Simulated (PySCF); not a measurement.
# LiGe: from the state search to spectroscopic constants

One job finds the state of LiGe, follows it along the bond with each method and fits the curves.

Computed with PySCF 2.14.0. Level: Li cc-pVDZ, Ge cc-pVDZ-PP with ECP10, scalar-relativistic core potentials.

### Step 1. Set-up

A driver script around PySCF takes these settings:

```
atoms                         : Li, Ge
charge                        : 0
basis                         : Li cc-pVDZ, Ge cc-pVDZ-PP with ECP10
Hamiltonian                   : scalar-relativistic core potentials
basis functions               : 37
electrons treated             : 25
masses in u                   : 7.0160, 73.9212
levels                        : PBE0, PBE, r²SCAN, MN15, LDA, BHandHLYP, HSE06, HF, MP2, SCS-MP2, CCSD, CCSD(T)
grid                          : 80 radial by 434 angular points
occupations                   : held fixed by the projection of orbital angular momentum
dissociation limit            : Li + Ge, each in its ground configuration
starting distance in angstrom : 2.445
values of 2S to try           : 1, 3
```

Command:

```sh
$ OMP_NUM_THREADS=1 python dia.py task.json out
```

After this run come: PBE0 along the bond; Other states along the same grid; PBE (GGA); r²SCAN; MN15; LDA (local density); BHandHLYP (global hybrid GGA); HSE06; UHF; MP2 and coupled cluster.

What does the calculation give? Wanted: for each run, Re; ωe; De; μ.

**Answer**, as computed:

Lowest PBE0 solution found, without spin–orbit coupling: ⁴Σ⁻ (quartet), unpaired electrons σ ↑, π ↑↑. State 2 has its PBE0 minimum 0.53 eV higher. State 3 has its PBE0 minimum 0.57 eV higher, as a spin-mixed determinant (⟨S²⟩ = 1.76), so this is no gap between pure states. State 4 has its PBE0 minimum 0.62 eV higher, as a spin-mixed determinant (⟨S²⟩ = 1.76), so this is no gap between pure states. The other levels ran on the lowest alone.

```
      level  Re (Å)  ωe (cm⁻¹)  De (eV)  μ (D)
        UHF   2.439        400     1.17  -6.38
    UHF-MP2   2.426        411     1.63    n/a
UHF-SCS-MP2   2.425        410     1.47    n/a
   UHF-CCSD   2.428        408     1.59    n/a
UHF-CCSD(T)   2.429        408     1.61    n/a
        LDA   2.404        390     1.93  -5.11
        PBE   2.434        386     1.66  -5.09
     r²SCAN   2.424        396     1.84  -5.70
       PBE0   2.417        400     1.64  -5.56
      HSE06   2.419        398     1.64  -5.52
       MN15   2.446        388     1.93  -5.73
  BHandHLYP   2.401        407     1.44  -5.73
```

De is counted to Li + Ge in their ground configurations. A positive dipole means Li(−)Ge(+).

Differences from CCSD(T) in the same basis:

```csv
level,Re (mÅ),ωe (%)
UHF,+9,-1.8
UHF-MP2,-4,+0.9
UHF-SCS-MP2,-4,+0.5
UHF-CCSD,-1,0.0
LDA,-26,-4.2
PBE,+5,-5.3
r²SCAN,-6,-2.8
PBE0,-13,-1.9
HSE06,-11,-2.4
MN15,+17,-4.7
BHandHLYP,-28,0.0
```

What this shows: Against CCSD(T) in the same basis, the bond length is nearest at UHF-CCSD (-1 mÅ) and farthest at BHandHLYP (-28 mÅ); the wavenumber is nearest at UHF-CCSD and BHandHLYP (0.0 %) and farthest at PBE (-5.3 %). CCSD(T) in a basis this small is itself some way from its limit, more so than the functionals. Of the levels with a De here, UHF gives the least (1.17 eV) and MN15 the most (1.93 eV).

Correlated steps freeze 4 core orbitals.
